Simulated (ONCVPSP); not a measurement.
**Pseudopotential generation for Re: ONCV, PBE**

Aim: build the potential from the settings below, then test how well it stands in for the atom: other configurations, scattering, ghost states and the plane-wave cutoff that it needs.

The numbers are computed with ONCVPSP 4.0.1 (PBE, scalar-relativistic, spin-unpolarised reference atom).

## Step 1: The atom and the settings

Typed settings, in words:

* element: rhenium (Re, Z = 75)
* type: optimised norm-conserving Vanderbilt (ONCV)
* frozen core: [Kr] 4d10 4f14
* valence charge: 15
* reference configuration: 5s2 5p6 5d4 (charge +3)
* partial waves: 5s: rc 1.45 bohr, ncon 5, nbas 8, qcut 6.3 1/bohr, 1 projector; 5p: rc 1.15 bohr, ncon 4, nbas 8, qcut 6.5 1/bohr, 2 projectors, debl 2.2 Ha; 5d: rc 2.30 bohr, ncon 3, nbas 7, qcut 5.4 1/bohr, 2 projectors, debl 2.2 Ha
* local potential: polynomial inside 0.90 bohr (lpopt 5, dvloc0 0 Ha)
* core correction: not asked for

The outer shells as boxes (Hund's rule for the drawing; the calculation is spin-unpolarised):

```
[Kr] core
4d [↑↓][↑↓][↑↓][↑↓][↑↓]
4f [↑↓][↑↓][↑↓][↑↓][↑↓][↑↓][↑↓]
5s [↑↓]
5p [↑↓][↑↓][↑↓]
5d [↑ ][↑ ][↑ ][↑ ][  ]
```

The nodes and maxima of the atom's own shells, from an earlier all-electron run, set the scale for the radii.

All-electron outer shells of the reference configuration (PBE, scalar-relativistic, ld1.x):

```json
{"shell": "5p", "level (eV)": "-76.54", "outermost node (bohr)": "0.56", "outermost maximum (bohr)": "1.06"}
{"shell": "4f", "level (eV)": "-72.27", "outermost node (bohr)": "–", "outermost maximum (bohr)": "0.41"}
{"shell": "5d", "level (eV)": "-33.06", "outermost node (bohr)": "0.62", "outermost maximum (bohr)": "1.38"}
{"shell": "6s", "level (eV)": "-29.41", "outermost node (bohr)": "1.22", "outermost maximum (bohr)": "2.30"}
{"shell": "6p", "level (eV)": "-21.47", "outermost node (bohr)": "1.43", "outermost maximum (bohr)": "2.81"}
```

## Step 2: Generation

Re.dat

```
# ATOM AND REFERENCE CONFIGURATION
# atsym  z   nc   nv     iexc    psfile
  Re 75.00   10    3        4      upf
#
#   n    l    f
    1    0    2.00
    2    0    2.00
    2    1    6.00
    3    0    2.00
    3    1    6.00
    3    2   10.00
    4    0    2.00
    4    1    6.00
    4    2   10.00
    4    3   14.00
    5    0    2.00
    5    1    6.00
    5    2    4.00
#
# PSEUDOPOTENTIAL AND OPTIMIZATION
# lmax
    2
#
#   l,   rc,      ep,       ncon, nbas, qcut
    0    1.45    0.00    5    8    6.30
    1    1.15    0.00    4    8    6.50
    2    2.30    0.00    3    7    5.40
#
# LOCAL POTENTIAL
# lloc, lpopt,  rc(5),   dvloc0
    4    5    0.90    0.00
#
# VANDERBILT-KLEINMAN-BYLANDER PROJECTORs
# l, nproj, debl
    0    1    1.00
    1    2    2.20
    2    2    2.20
#
# MODEL CORE CHARGE
# icmod, fcfact, rcfact
    0    0.00    0.00
#
# LOG DERIVATIVE ANALYSIS
# epsh1, epsh2, depsh
   -6.00    5.00    0.04
#
# OUTPUT GRID
# rlmax, drl
    6.00    0.01
#
# TEST CONFIGURATIONS
# ncnf
    4
# nvcnf
#   n    l    f
    4
    5    0    2.00
    5    1    6.00
    5    2    5.00
    6    0    2.00
#
    4
    5    0    2.00
    5    1    6.00
    5    2    5.00
    6    0    1.00
#
    3
    5    0    2.00
    5    1    6.00
    5    2    5.00
#
    4
    5    0    2.00
    5    1    5.00
    5    2    5.00
    6    0    2.00
#
```

Launch:

```sh
$ oncvpsp.x < Re.dat > Re.out
```

Q: Predict the outcome of this session. Wanted: cutoffs for 1 and 0.1 mHa per electron, occupied waves; bound ghosts; GHOST(+) flags; largest test error; largest phase difference near zero energy, channels read; projector energies reset by the program.

**Answer**, as computed:

| quantity | value |
| --- | --- |
| cutoffs for 1 and 0.1 mHa per electron, occupied waves | 127 Ha and 156 Ha |
| bound ghosts | s at -266.09 eV |
| GHOST(+) flags | p at 214 eV, d at 157 eV |
| largest test error (AE − PS) | +23 meV, for 5s2 5p6 5d5 (3 tests unsolved) |
| largest phase difference near zero energy, channels read | 0.054 rad |
| projector energies reset by the program | p: -2.813, 0.250 Ha |

What this shows: A bound ghost (s) makes it unfit for use: electrons can fall into a state that the atom doesn't have. The worst unpolarised test, 5s2 5p6 5d5, is off by 23 meV on 27.1 eV; by total energies transferability rates as good where solved. Atomic tests can pass in spite of a ghost, since they solve only for the levels asked. Of the tests 3 gave no usable energy difference, which is a warning in itself. It counts as very hard, with 127 Ha needed at the looser tolerance. At the looser tolerance the 5p wave is the slowest; 5s needs 66 Ha. Near zero energy the largest phase difference among the channels read is 0.05 rad, in the s channel. The program also flags highly localised states, GHOST(+) (p, d). Note that the frozen 4f shell (-72 eV) lies higher than the valence 5s shell (-115 eV). All of this concerns the isolated atom, not yet a solid.
